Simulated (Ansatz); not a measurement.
# SiCl4 (silicon tetrachloride): B3LYP/6-31G(d) (spherical functions)

What is the energy change on altering one bond length of SiCl4 (silicon tetrachloride) at B3LYP/6-31G* (spherical functions)? 

The results are computed with Ansatz 0.2.0.

43 further runs of the same task are left out: 3 that didn't finish, 40 set aside as unsound or not needed.

### 1 The molecule

SiCl4 has 5 atoms, charge 0, and is taken as a singlet. As SMILES, `Cl[Si](Cl)(Cl)Cl`. The coordinates come from a PBE0-D4/def2-TZVP relaxation.

Bond lengths: Cl1–Si2 2.021 Å, Si2–Cl3 2.022 Å, Si2–Cl4 2.022 Å, Si2–Cl5 2.021 Å. Angles: Cl1–Si2–Cl3 109.5°, Cl1–Si2–Cl4 109.5°, Cl1–Si2–Cl5 109.5°, Cl3–Si2–Cl4 109.5°, Cl3–Si2–Cl5 109.5°, Cl4–Si2–Cl5 109.5°.

### 2 A single-point energy at B3LYP/6-31G(d) (spherical functions)

File molecule.yaml:

```yaml
crystal:
  periodic: [false, false, false]
  atoms:
    - symbol: Cl
      position_ang: [-0.962600, -0.087600, 1.762300]
    - symbol: Si
      position_ang: [0.010000, -0.014700, -0.008300]
    - symbol: Cl
      position_ang: [1.655400, -1.185900, 0.078100]
    - symbol: Cl
      position_ang: [-1.212100, -0.676900, -1.476100]
    - symbol: Cl
      position_ang: [0.559300, 1.891400, -0.397500]
basis:
  gaussian: {orbitals: 6-31G_st_-spherical.json}
magnetization: {spin_polarized: false}
hamiltonian: {xc: {name: B3LYP}}
accuracy: high
output: {orbitals: {seedname: orbitals}}
```

The basis set 6-31G* is read from a file made from the Basis Set Exchange's data (not shown).

Run with:

```
ansatz run molecule.yaml --threads 1 --pin off --max-ram 3480MiB --events-out events.jsonl --progress --plain --runs-dir runs
```

Standard output:

```text
Warning: RAYON_NUM_THREADS=1 ignored (pool sized by the plan → 1); use --threads N
Functional definition: B3LYP
  name "B3LYP"
  parameter a0 = 0.2
  parameter ax = 0.72
  parameter ac = 0.81
  exchange = (1 - a0 - ax)*slater_x + ax*b88_x + a0*exact_x
  correlation = (1 - ac)*vwn_rpa_c + ac*lyp_c
1820 factors; integrals over basis functions are off by at most 7.9e-9 eV
mean field evaluation 1: about -57971.6361 eV, gradient 1.8e1 eV
mean field evaluation 2: about -57971.4154 eV, gradient 2.1e1 eV
mean field evaluation 4: about -57972.5524 eV, gradient 1.7e-1 eV
mean field evaluation 8: about -57972.6960 eV, gradient 1.2e-2 eV
mean field evaluation 16: about -57972.6960 eV, gradient 4.5e-7 eV
mean field -57972.69602538 eV, -2130.4572836281 hartree, gradient 5.6e-8 eV, S^2 0.000000; 0 other end points of the search recorded, 0 dependent functions left out
reference -57972.69606497 eV, -2130.4572850829 hartree; 41, 41 occupied and 49, 49 virtual orbitals, 1820 factors
Total energy: -57972.69606497 eV, -2130.4572850829 hartree
```

Run time: 5.7 s. Hardware: 1 thread of Intel Xeon 6975P-C (Granite Rapids), shared host; peak memory 0.36 GiB.

### 3 The distorted shape at the same level

File input.yaml:

```yaml
crystal:
  periodic: [false, false, false]
  atoms:
    - {symbol: Cl, position_ang: [-1.621766, -2.374939, 2.229344]}
    - {symbol: Si, position_ang: [-0.649166, -2.302039, 0.458744]}
    - {symbol: Cl, position_ang: [0.996234, -3.473239, 0.545144]}
    - {symbol: Cl, position_ang: [-1.871266, -2.964239, -1.009056]}
    - {symbol: Cl, position_ang: [0.559300, 1.891400, -0.397500]}
basis:
  gaussian: {orbitals: 6-31G_st_-spherical.json}
hamiltonian: {xc: {name: B3LYP}}
accuracy: high
output: {orbitals: {seedname: orbitals}}
```

The basis set 6-31G* is read from a file made from the Basis Set Exchange's data (not shown).

Run with:

```
ansatz run input.yaml --threads 1 --pin off --max-ram 3480MiB --events-out events.jsonl --progress --plain --runs-dir runs
```

Standard output:

```text
Warning: RAYON_NUM_THREADS=1 ignored (pool sized by the plan → 1); use --threads N
Functional definition: B3LYP
  name "B3LYP"
  parameter a0 = 0.2
  parameter ax = 0.72
  parameter ac = 0.81
  exchange = (1 - a0 - ax)*slater_x + ax*b88_x + a0*exact_x
  correlation = (1 - ac)*vwn_rpa_c + ac*lyp_c
1740 factors; integrals over basis functions are off by at most 3.3e-9 eV
mean field evaluation 1: about -57962.7456 eV, gradient 3.0e1 eV
mean field evaluation 2: about -57729.4088 eV, gradient 1.3e2 eV
mean field evaluation 4: about -57952.4835 eV, gradient 3.9e1 eV
mean field evaluation 8: about -57967.8539 eV, gradient 1.5e0 eV
mean field evaluation 16: about -57967.9757 eV, gradient 1.0e-2 eV
mean field evaluation 32: about -57967.9757 eV, gradient 3.5e-8 eV
mean field -57967.97569921 eV, -2130.2838148407 hartree, gradient 3.5e-8 eV, S^2 0.000000; 2 other end points of the search recorded, 0 dependent functions left out
reference -57967.97574608 eV, -2130.2838165631 hartree; 41, 41 occupied and 49, 49 virtual orbitals, 1740 factors
Total energy: -57967.97574608 eV, -2130.2838165631 hartree
```

It took 6.3 s on 1 thread of Intel Xeon 6975P-C (Granite Rapids), shared host; peak memory 0.34 GiB.

### 4 What came out

At B3LYP/6-31G* (spherical functions):

| quantity | value |
| --- | --- |
| first shape: total energy | -2130.45729 Eh |
| first shape: HOMO energy | -9.32 eV |
| first shape: LUMO energy | -0.96 eV |
| first shape: HOMO–LUMO gap | 8.36 eV |
| distorted shape: total energy | -2130.28382 Eh |
| distorted shape: HOMO energy | -7.15 eV |
| distorted shape: LUMO energy | -6.16 eV |
| distorted shape: HOMO–LUMO gap | 0.99 eV |
| energy change with the Si2–Cl5 bond stretched from 2.021 to 4.447 Å | 4.720 eV |

One bond (distorted shape) is far stretched, which a spin-restricted single reference describes badly; a broken-symmetry solution may lie lower. With the Si2–Cl5 bond stretched from 2.021 to 4.447 Å the energy rises by 4.72 eV (109 kcal/mol). The first shape isn't relaxed at this level, so the change isn't measured from a minimum. A restricted reference can't describe the breaking bond well at this length.
